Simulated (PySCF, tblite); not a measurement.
# BGe2H9OSi, a small molecule taken as a stand-in for a surface group (Ge site with back bonds [GeH3], O, [BH][SiH3]): NMR shifts, core binding energies and electronic excitations

Aim: the NMR shifts, core binding energies and electronic excitations of `[OH][GeH]([GeH3])[BH][SiH3]`.

Programs: tblite 0.8.0 and PySCF 2.14.0. All values are calculated, for the isolated system unless a continuum is named. Atoms count from 0, parts from 1.

## 1. Starting point

14 atoms, charge 0, multiplicity 1; geometry: distance geometry start.

## 2. Relaxing the cluster with GFN2-xTB

The job: settings as JSON, then the geometry in Å.

```
{"job": {"kind": "relax", "xc": "GFN2-xTB", "basis": "xTB"}, "charge": 0, "multiplicity": 1}
Ge     0.571161    -0.061443    -0.718835
Ge     2.587052    -0.520694     0.494169
O     -0.278056    -1.583432    -1.100578
B     -0.707191     1.150875     0.303452
Si    -2.584119     0.624950     0.219996
H      0.908252     0.681328    -2.044711
H      3.586231     0.647191     0.229019
H      3.094105    -1.879147     0.000182
H      2.211924    -0.575363     1.992212
H      0.182017    -2.345727    -0.691153
H     -0.436106     2.308852     0.388053
H     -3.368143     1.883210     0.325293
H     -2.828659     0.043068    -1.116878
H     -2.907470    -0.312447     1.299908
```

With the program's defaults for keys left out, this is: GFN2-xTB geometry optimisation, gas phase.

The run is started by

```bash
$ OMP_NUM_THREADS=1 python cluster_run.py task.json out
```

One launch serves the whole session: the jobs run in the order shown.

**Question.** The jobs that follow are: PBE0-D3(BJ)/def2-SVP geometry optimisation, gas phase; GIAO PBE0/pcSseg-1 NMR shielding, non-relativistic, gas phase; delta-SCF UKS SCAN, pcX-2 on the ionised atom, pcseg-1 elsewhere, spin-free X2C; TDDFT CAM-B3LYP/def2-SVPD, vertical, gas phase, core orbitals frozen in the response. Predict: point group; rotational constants (main isotopes); 1H shifts against TMS (PBE0/pcSseg-1); 73Ge shifts against GeMe4 (PBE0/pcSseg-1); 17O shifts against H2O (PBE0/pcSseg-1); 11B shifts against BF3·OEt2 (PBE0/pcSseg-1); 29Si shifts against TMS (PBE0/pcSseg-1); O1s binding energies, SCAN/pcX-2; Si2p binding energies, SCAN/pcX-2; lowest singlet (CAM-B3LYP/def2-SVPD); brightest single state of those computed; lowest triplet; vertical ionisation energy (ΔSCF); vertical electron affinity (ΔSCF).

As calculated:

| quantity | value |
| --- | --- |
| point group | C1 |
| rotational constants (main isotopes) | 2.40, 0.75, 0.66 GHz |
| 1H shifts against TMS (PBE0/pcSseg-1) | 13.71, 6.17, 4.43, 4.23, 3.81, 3.57, 3.54, 3.46, -0.33 ppm |
| 73Ge shifts against GeMe4 (PBE0/pcSseg-1) | -19, -339 ppm |
| 17O shifts against H2O (PBE0/pcSseg-1) | -4.7 ppm |
| 11B shifts against BF3·OEt2 (PBE0/pcSseg-1) | 151.9 ppm |
| 29Si shifts against TMS (PBE0/pcSseg-1) | -98.8 ppm |
| O1s binding energies, SCAN/pcX-2 | O2 537.59 eV |
| Si2p binding energies, SCAN/pcX-2 | Si4 106.45 eV |
| lowest singlet (CAM-B3LYP/def2-SVPD) | 3.36 eV (369 nm), f = 0.016 |
| brightest single state of those computed | state 6, 6.35 eV, f = 0.083 |
| lowest triplet | 2.68 eV |
| vertical ionisation energy (ΔSCF) | 9.35 eV |
| vertical electron affinity (ΔSCF) | 1.30 eV |

In words: The start of the PBE0/def2-SVP relaxation was shaken at random by about 0.01 Å, so part of the energy gained, and of the first lengths quoted, undoes that. The optimisation took 6 steps and gained 0.226 eV; among the close pairs (by a distance rule), B3–H10 changed most, from 1.156 to 1.209 Å (PBE0/def2-SVP). Hydrogens of an XH3 group are listed apart at this fixed geometry; free rotation makes them one line at their mean. At PBE0/pcSseg-1: Shielding is most anisotropic at Ge0 (span 508 ppm, paramagnetic term -1407 ppm). The lowest singlet, at 3.36 eV, is HOMO→LUMO 0.69, HOMO−1→LUMO 0.26 and is weak; of the 6 states computed, the strongest absorption comes from state 6 at 6.35 eV (the last computed, so partners may be missing). The lowest triplet lies 0.68 eV below the lowest singlet (triplets in Tamm-Dancoff, singlets in full TDDFT). ΔSCF puts the ionisation energy at 9.35 eV, 0.64 eV above −ε(HOMO). Spin-orbit coupling is left out, which matters for shieldings and couplings at and beside the heavy atoms. A capped cluster stands for the solid here, so long-range fields and strain are missing, and bands or shifts of the capping hydrogens have no counterpart in it.
